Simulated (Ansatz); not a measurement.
**Ga2SiS: one candidate of a structure search**

The task: take a trial cell of Ga2SiS to zero force and stress.

Computed with Ansatz 0.2.0 (DFT PBE, scalar-relativistic, plane waves, PAW, unless a step's input says otherwise).

### Step 1. The system as given

It takes space group Cmmm (No. 65, orthorhombic). Conventional cell: a = 5.127 Å, b = 6.154 Å, c = 5.947 Å, α = 90.00°, β = 90.00°, γ = 90.00°. Ga (site symmetry mmm) is surrounded by 2 Ga at 2.56 Å. Si (site symmetry mmm) is surrounded by 2 S at 2.56 Å. S (site symmetry mmm) has 2 Si at 2.56 Å in its first shell of neighbours.

As a file:

```cif
data_structure
_symmetry_space_group_name_H-M 'P 1'
_symmetry_Int_Tables_number 1
_cell_length_a 4.0049
_cell_length_b 4.0049
_cell_length_c 5.9474
_cell_angle_alpha 90.000
_cell_angle_beta 90.000
_cell_angle_gamma 100.407
_cell_volume 93.82
loop_
_atom_site_label
_atom_site_type_symbol
_atom_site_fract_x
_atom_site_fract_y
_atom_site_fract_z
_atom_site_occupancy
Ga1 Ga 0.00000 0.00000 0.50000 1
Ga2 Ga 0.50000 0.50000 0.50000 1
Si1 Si 0.00000 0.00000 0.00000 1
S1 S 0.50000 0.50000 0.00000 1
```

The cell is invented: random cell by space group and Wyckoff sites (Cmmm, No. 65). Its size is a rough estimate.

### Step 2. The guess as it stands, on a coarse mesh

The input, input.yaml:

```yaml
crystal:
  lattice:
    - [2.56335379, -3.07702229, 0.0]
    - [2.56335379, 3.07702229, 0.0]
    - [0.0, 0.0, 5.94741267]
  atoms:
    - { symbol: Ga, position: [0.0, 0.0, 0.5] }
    - { symbol: Ga, position: [0.5, 0.5, 0.5] }
    - { symbol: Si, position: [0.0, 0.0, 0.0] }
    - { symbol: S, position: [0.5, 0.5, 0.0] }
basis:
  ecutwfc: 420
kpoints:
  mp_grid: { grid: [4, 4, 4] }
hamiltonian:
  xc: pbe
scf:
  occupations: { method: gaussian, width: 0.1 }
  lower_state_search: "off"
output:
  forces: true
  stress: true
  eigenvalues: true
```

On the command line:

```console
$ ansatz run input.yaml --threads 1 --pin off --max-ram 2560MiB --backend cpu --events-out ev --progress --plain --runs-dir out
```

Further runs follow: coarse relaxation; full relaxation.

Q: Predict the outcome of this session. Wanted: conventional cell; volume; energy over the elements; gap on the mesh.

The runs gave:

| quantity | value |
| --- | --- |
| symmetry at the end (tolerance 0.05 Å) | space group P4/mmm (No. 123) |
| conventional cell | a = 3.712 Å, b = 3.712 Å, c = 5.323 Å, α = 90.00°, β = 90.00°, γ = 90.00° |
| volume | 18.34 Å³/atom |
| energy over the elements | +0.03 eV/atom |
| gap on the mesh | none (metal) |

The symmetry goes from space group Cmmm (No. 65) to space group P4/mmm (No. 123), and the volume per atom shrinks by 21.8 % from the first guess. The formation energy of this structure is too near zero to say whether it is bound against the elements. No finished test with a distortion of lower symmetry is shown, so the end may be a saddle point. The final runs have no spin polarisation, so a magnetic state may lie lower.
